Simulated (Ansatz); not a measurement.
Set up this calculation in Ansatz 0.2.0, as the native input.

```
Task                : single point
Functional          : PBE
Potentials or basis : Ansatz PAW
Cutoff              : 420 eV (not typed: the program's choice for these potentials)
k mesh              : 6 × 6 × 4
Occupations         : fermi-dirac, width 0.05 eV
Spin                : collinear spin, ferromagnetic start
Starting moments    : [0.0, 0.0, 4.0, 4.0, 0.0, 0.0] μB
```

NaMnBi:

```
Bi Mn Na
1.0
     4.52487    0.00000    0.00000
     0.00000    4.52487    0.00000
     0.00000    0.00000    7.78543
Bi Mn Na
2 2 2
Direct
  0.49663 0.99858 0.77690
  0.99171 0.49357 0.22565
  0.01509 0.00190 0.99998
  0.49315 0.50284 0.00214
  0.50838 0.99774 0.34709
  0.00051 0.49044 0.65304
```

The cell comes from a database or a generator and needn't be the stable form of this composition.

The cell isn't the ideal one: atoms moved at random, drawn with an rms of 0.05 Å.

One way to write it, as run:

input.yaml

```yaml
crystal:
  lattice:
    - [4.52487, 0.0, 0.0]
    - [0.0, 4.52487, 0.0]
    - [0.0, 0.0, 7.785425]
  atoms:
    - { symbol: Bi, position: [0.496631, -0.001422, 0.776895] }
    - { symbol: Bi, position: [-0.008291, 0.493573, 0.225647] }
    - { symbol: Mn, position: [0.015092, 0.001904, -1.8e-05], spin: 4.0 }
    - { symbol: Mn, position: [0.493146, 0.502845, 0.002142], spin: 4.0 }
    - { symbol: Na, position: [0.508381, -0.002255, 0.347086] }
    - { symbol: Na, position: [0.000514, 0.490441, 0.653041] }
hamiltonian:
  xc: pbe
  pseudopotentials: { kind: paw }
magnetization:
  spin_polarized: true
kpoints:
  mp_grid: { grid: [6, 6, 4] }
scf:
  occupations: { method: fermi_dirac, width: 0.05 }
output:
  forces: true
  stress: true
  eigenvalues: true
  write_density: true
  write_potential: true
  elf: true
  volumetric_format: npy
```

Potentials or basis: Ansatz PAW.

The run is started by

```bash
$ ansatz run input.yaml --threads 2 --pin off --max-ram 5120MiB --backend cpu --events-out ev --progress --plain --runs-dir out
```

It gave:

```yaml
Pressure: -0.9 GPa
Largest_force: 0.317 eV/Å
Band_gap_on_the_k_mesh: 0.38 eV, direct
Net_moment: 0.00 μB per cell
Absolute_moment: 8.67 μB per cell
Site_moments: Bi +0.00; Mn +3.92, -3.95; Na -0.00, +0.00 μB
```

Caveat: spin-orbit coupling is left out, which as a rule narrows the gap of such compounds by several tenths of an eV; the starting moments weren't kept.

Run time: 3.3 min on 2 threads of Arm Neoverse V1 (shared host), peak memory 1.4 GiB.
